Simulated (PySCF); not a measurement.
**SbO−: bond curves at several levels of theory**

The task here is to estimate one member of a computed series from the others.

Computed with PySCF 2.14.0. Level: Sb def2-TZVPPD with ECP28, O def2-TZVPPD, scalar-relativistic core potentials.

2 further runs of the same task are left out: 2 set aside as unsound or not needed.

The first run:

A driver script around PySCF takes these settings:

- atoms: Sb, O
- charge: -1
- basis: Sb def2-TZVPPD with ECP28, O def2-TZVPPD
- Hamiltonian: scalar-relativistic core potentials
- basis functions: 96
- electrons treated: 32
- masses in u: 120.9038, 15.9949
- levels: PBE0, PBE, r²SCAN, BHandHLYP, B2PLYP, B3LYP, PW91, M06-L, ωB97M-V, MP2, SCS-MP2, CCSD, CCSD(T)
- grid: 80 radial by 434 angular points
- occupations: held fixed by the projection of orbital angular momentum
- dissociation limit: Sb + O−, each in its ground configuration
- starting distance in angstrom: 2.065
- values of 2S to try: 0, 2, 4

Launch:

```sh
$ OMP_NUM_THREADS=2 python dia.py task.json out
```

Among the steps run: The job; PBE0 along the bond; Other states along the same grid; PBE (GGA); r²SCAN; BHandHLYP; B2PLYP (double hybrid); B3LYP (global hybrid GGA); PW91; M06-L; ωB97M-V; Correlated methods on the Hartree–Fock reference.

One table of the session follows, with a row left open; its other results are not shown here.

| level | Re (Å) | ωe (cm⁻¹) | De (eV) |
| --- | --- | --- | --- |
| ROHF-MP2 | 1.883 | 759 | 4.48 |
| ROHF-SCS-MP2 | 1.882 | 755 | 4.26 |
| ROHF-CCSD | 1.870 | 757 | 3.86 |
| ROHF-CCSD(T) | 1.887 | 723 | 4.15 |
| PBE | 1.904 | 692 | 4.59 |
| PW91 | 1.903 | 693 | 4.61 |
| r²SCAN | 1.881 | 733 | 4.39 |
| M06-L | 1.892 | 712 | 4.66 |
| B3LYP | 1.890 | 722 | 4.24 |
| PBE0 | 1.871 | 754 | 4.23 |
| BHandHLYP | ? | ? | ? |
| ωB97M-V | 1.868 | 769 | 4.15 |
| B2PLYP | 1.898 | 695 | 4.36 |

**Question.** Estimate the row for BHandHLYP.

As computed: Re (Å): 1.857; ωe (cm⁻¹): 786; De (eV): 3.82. In the column «Re (Å)» it is the lowest.

De is counted to Sb + O− in their ground configurations.
